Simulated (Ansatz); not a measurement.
# Ge: a tetragonal deformation path

An exercise on one series of results from a longer session: the logs are not shown, and one member is left open.

Program: Ansatz 0.2.0. Level of theory: DFT PBEsol, scalar-relativistic, plane waves, PAW. These are calculated values, not measurements.

**The system as given**

Symmetry: I4_1/amd, No. 141, tetragonal system. The conventional cell has a = 5.149 Å, b = 5.149 Å, c = 2.795 Å, α = 90.00°, β = 90.00°, γ = 90.00°. Around Ge (site symmetry -4m2) lie 6 Ge at 2.67 to 2.79 Å.

Structure file:

```
Ge
1.0
    -2.57449    2.57449    1.39741
     2.57449   -2.57449    1.39741
     2.57449    2.57449   -1.39741
Ge
2
Direct
  0.25000 0.75000 0.50000
  0.50000 0.50000 0.00000
```

It goes back to an entry of the Materials Project, which need not be the stable form.

The cell is taken as given, not relaxed at this level.

**The reference cell**

The reference gives a free energy of -8506.6675 eV, pressure -0.75 GPa, largest force 0.000 eV/Å and gap on the mesh none (metal). It was computed beforehand with the settings of the runs below.

The first run:

At fixed volume and fractional coordinates, lengths along (0.000, 0.000, 1.000) are scaled against those across it; ρ is that ratio over its starting value.

input.yaml reads:

```yaml
crystal:
  lattice:
    - [-2.7178043324, 2.7178043324, 1.2539222789]
    - [2.7178043324, -2.7178043324, 1.2539222789]
    - [2.7178043324, 2.7178043324, -1.2539222789]
  atoms:
    - { symbol: Ge, position: [0.25, 0.75, 0.5] }
    - { symbol: Ge, position: [0.5, 0.5, 0.0] }
basis:
  ecutwfc: 420
kpoints:
  mp_grid: { grid: [22, 22, 22] }
hamiltonian:
  xc: pbesol
scf:
  occupations: { method: gaussian, width: 0.15 }
output:
  forces: true
  stress: true
  eigenvalues: true
```

Command:

```
$ ansatz run input.yaml --threads 1 --pin off --max-ram 2560MiB --backend cpu --events-out ev --progress --plain --runs-dir out
```

Steps of the session up to this table: ρ = 0.850; ρ = 1.200; ρ = 0.920; Point ρ = 1.100; Point ρ = 0.960; ρ = 1.050; ρ = 0.800; Point ρ = 1.300.

One table of the session follows, with a row left open; its other results are not shown here.

The scan, with free energies counted from the undisturbed cell:

```
    ρ  ΔE (meV/atom)  pressure (GPa)
0.800          228.1             5.8
0.850              ?               ?
0.920           29.6             0.0
0.960            8.2            -0.6
1.000            0.0            -0.7
1.050            3.6            -0.5
1.100           16.3             0.1
1.200           60.1             2.0
1.300          113.7             4.5
```

Estimate the missing values for ρ = 0.850.

Worked estimate for «ΔE (meV/atom)». A straight line through the neighbours (0.800, 228.1) and (0.920, 29.6) gives 228.1 + (29.6 − 228.1) × (0.850 − 0.800) / (0.920 − 0.800) = 145.4; a parabola fitted to 3 rows on both sides gives 120.9.

The run gave: ΔE (meV/atom): 115.8; pressure (GPa): 2.4. In «ΔE (meV/atom)» the line misses by +29.6 and the parabola by +5.1.
